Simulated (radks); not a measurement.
**Zn²⁺ in [Ne] 3s2 3p5.5 3d10 4s0.5: an all-electron calculation**

One table from this session's results is given with a row withheld; the runs are named, their logs left out.

Program: radks (a radial shooting solver on a logarithmic mesh, Libxc functionals) version 1. Level of theory: scalar-relativistic Kohn-Sham, LDA (Slater exchange, Perdew-Wang correlation), spin-unpolarised, spherical densities, point nucleus. These are calculated values, not measurements, unless marked.

## Starting point

```
element       : zinc (Z = 30)
charge        : +2
electrons     : 28
configuration : [Ne] 3s2 3p5.5 3d10 4s0.5
```

Set-up of the first run:

Settings of this run:

```text
Z 30
configuration [Ne] 3s2 3p5.5 3d10 4s0.5
relativity scalar-relativistic
functional lda,pw
spin unpolarised
nucleus point
c 137.035999084
```

Steps of the session up to this table: Self-consistent calculation.

One of the session's tables, all rows but one given; the rest of the session is left out.

It belongs to the step «Radial structure». Sizes of the orbitals, from the radial functions (bohr):

```
level      <r>  outermost maximum (interpolated)  90 % within  nodes
   1s  0.05038                            0.0330       0.0900      0
   2s   0.2266                             0.190        0.351      1
   2p   0.1984                             0.152        0.324      0
   3s   0.6806                             0.588         1.02      2
   3p        ?                                 ?            ?      ?
   3d   0.8522                             0.560         1.47      0
   4s    2.153                              1.85         3.18      3
```

Q: Estimate the row for 3p from the others.

As computed: <r>: 0.7106; outermost maximum (interpolated): 0.591; 90 % within: 1.10; nodes: 1. In the column «<r>» it lies between 3s (0.6806) and 3d (0.8522).
